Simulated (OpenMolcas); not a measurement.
# Zr³⁺ among point charges: CASSCF and CASPT2 levels and susceptibility

How does a field of 6 point charges split the states of Zr³⁺, and what χT follows?

Program: OpenMolcas 26.06. Level of theory: state-averaged CASSCF and CASPT2, spin-orbit coupling by RASSI with atomic mean-field integrals. These are calculated values, not measurements, unless marked.

### Step 1. What is computed

| Item | Value |
| --- | --- |
| Species | Zr³⁺ (zirconium, Z = 40, 37 electrons) |
| Basis | ANO-RCC-VDZP [6s5p3d1f], 43 functions |
| Scalar Hamiltonian | DKH2, point nucleus |
| Inactive shells | 1s 2s 2p 3s 3p 3d 4s 4p |
| Active space | 1 electron in 5 orbitals (4d) |
| Some configurations of this space | 4d |
| Orbitals | optimised for each spin and parity, averaged over all roots |

The outer shells:

4d
```
4d [↑ ][  ][  ][  ][  ]
```

The ion sits among 6 point charges of -1.5 e arranged as an octahedron (Oh), 1.81 Å from the ion.

The work runs as a chain of OpenMolcas steps in one folder; each step below is one input file. Labels, J, g values, rates, χT and fits are worked out afterwards by a script from the matrices that RASSI stores. The input lists half of the charges; inversion (Group=XYZ) makes the rest.

### Step 2. GATEWAY and SEWARD: basis and integrals

File a.inp:

```
&GATEWAY
Coord
1

Zr 0.0 0.0 0.0
Basis=ANO-RCC-VDZP
Group=XYZ
NoMove
AngMom=0.0 0.0 0.0
AMFI
XField
3 Angstrom 0
1.810000 0.000000 0.000000 -1.500000
0.000000 1.810000 0.000000 -1.500000
0.000000 0.000000 1.810000 -1.500000
&SEWARD
```

On the command line:

```
$ OMP_NUM_THREADS=1 MOLCAS_MEM=1689 MOLCAS_PROJECT=a pymolcas a.inp > a.log
```

### Step 3. CASSCF: doublets of even parity, 5 roots

File a.inp:

```
&RASSCF
FileOrb=start.orb
Symmetry=1
Spin=2
nActEl=1 0 0
Inactive=9 9
Ras2=5 0
CIRoot=5 5 1
SDav=5
CIMx=300
Iter=120 100
PrWF=0.3
OrbListing=Nothing
MaxOrb=0
>>> COPY $Project.JobIph JOB001
```

start.orb holds the contracted functions of the basis, ordered by shell, or the orbitals of the step before.

### Step 4. RASSI: spin-orbit coupling between the states

File a.inp:

```
&RASSI
NrOfJobIphs=1 5
1 2 3 4 5
IphNames
JOB001
EJob
SpinOrbit
DIPRint=1.0
SOCoupling=1000.0
Subsets=2
Property=9
'ANGMOM' 1 'ANGMOM' 2 'ANGMOM' 3 'MLTPL  1' 1 'MLTPL  1' 2 'MLTPL  1' 3
'AMFI' 1 'AMFI' 2 'AMFI' 3
SOProperty=3
'ANGMOM' 1 'ANGMOM' 2 'ANGMOM' 3
```

### Step 5. CASPT2: IPEA 0.25, imaginary shift 0.1 (closed shells correlated: 4s 4p)

File a.inp:

```
>>> COPY JOB001 $Project.JobIph
&CASPT2
Multistate=5 1 2 3 4 5
NoMult
Frozen=8 6
IPEA=0.25
Imaginary=0.1
MaxIter=60
WThr=0.0 0.3 0.05
PrWF=0.5
NoMix
```

(Steps that only read results are left out.)

Q: Predict the outcome of this session. Wanted: spin-free ground state; first state of the same spin within the active space; lowest level; next level.

The runs gave:

| quantity | value |
| --- | --- |
| method | SS-CASPT2, IPEA 0.25, imaginary shift 0.1 (closed shells correlated: 4s 4p) |
| spin-free ground state | 2T2, 3-fold in its orbital part |
| first state of the same spin within the active space | 2E at 32700 cm⁻¹ |
| lowest level | 4-fold Γ8 |
| next level | 410.0 cm⁻¹ |
| χT at 300 K | 0.33 cm³ K/mol |
| effective moment at 300 K | 1.63 μB |

Cost by method:

```csv
method,time of its own steps,time with the reference
A. CASSCF,1.5 s,1.5 s
"B. SS-CASPT2, IPEA 0.25, imaginary shift 0.1, +4s 4p",0.42 s,1.9 s
```

Times are of one thread on a shared host.

In words: The spin-free ground state (2T2) comes to 100 % from free-ion D terms and keeps the highest spin of the shell. χT at 300 K is 0.33, against 0.38 cm³ K/mol for the spin alone, so orbital moment lowers it. A ligand-field fit to the states below 45000 cm-1 gives 10Dq = 32670 cm-1, the gap between the two states. The field of point charges can differ much from that of real complexes. This is an electrostatic model: the charges have no orbitals.
